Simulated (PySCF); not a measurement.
**GeH: a composite coupled-cluster curve**

One table from this session's results is given with a row withheld; the runs are named, their logs left out.

Computed with PySCF 2.14.0. Level: CCSD(T) on ROHF, scalar-relativistic core potentials.

2 further runs of the same task are left out: 2 set aside as unsound or not needed.

Set-up of the first run:

```yaml
molecule: GeH
state: doublet, unpaired electrons π ↑
smaller_basis: Ge cc-pwCVDZ-PP with ECP10, H aug-cc-pVDZ
larger_basis: Ge cc-pwCVTZ-PP with ECP10, H aug-cc-pVTZ
frozen_core_orbitals: 4
extrapolation: correlation as n⁻³ (n = 2, 3), Hartree–Fock as (n+1)·exp(−9√n)
corrections: none
distances_Å: 1.4162, 1.4805, 1.5449, 1.6093, 1.6737, 1.7541, 1.8346
masses_u: 73.9212, 1.0078
dissociation_limit: Ge + H
```

Command:

```
$ OMP_NUM_THREADS=4 python comp.py task.json out
```

One of the session's tables, all rows but one given; the rest of the session is left out.

It belongs to the step «Constants step by step». 

```
                 level  Re (Å)  ωe (cm⁻¹)  ωexe (cm⁻¹)  αe (cm⁻¹)  De (eV)
CCSD(T), smaller basis  1.5941     1869.6         33.6      0.198    2.766
 CCSD(T), larger basis  1.5860     1894.1         33.0      0.198    2.900
                HF/CBS  1.5833     1981.2         28.8      0.174    1.971
               MP2/CBS  1.5694     1976.6         29.9      0.185    2.767
              CCSD/CBS  1.5814     1921.1         31.9      0.193    2.919
           CCSD(T)/CBS       ?          ?            ?          ?        ?
```

Estimate the missing values for CCSD(T)/CBS.

**Answer.** Re (Å): 1.5837; ωe (cm⁻¹): 1903.4; ωexe (cm⁻¹): 32.8; αe (cm⁻¹): 0.197; De (eV): 2.949. In the column «Re (Å)» it lies between HF/CBS (1.5833) and CCSD(T), larger basis (1.5860).

An extrapolation from double and triple zeta is rough, so this isn't yet the limit.
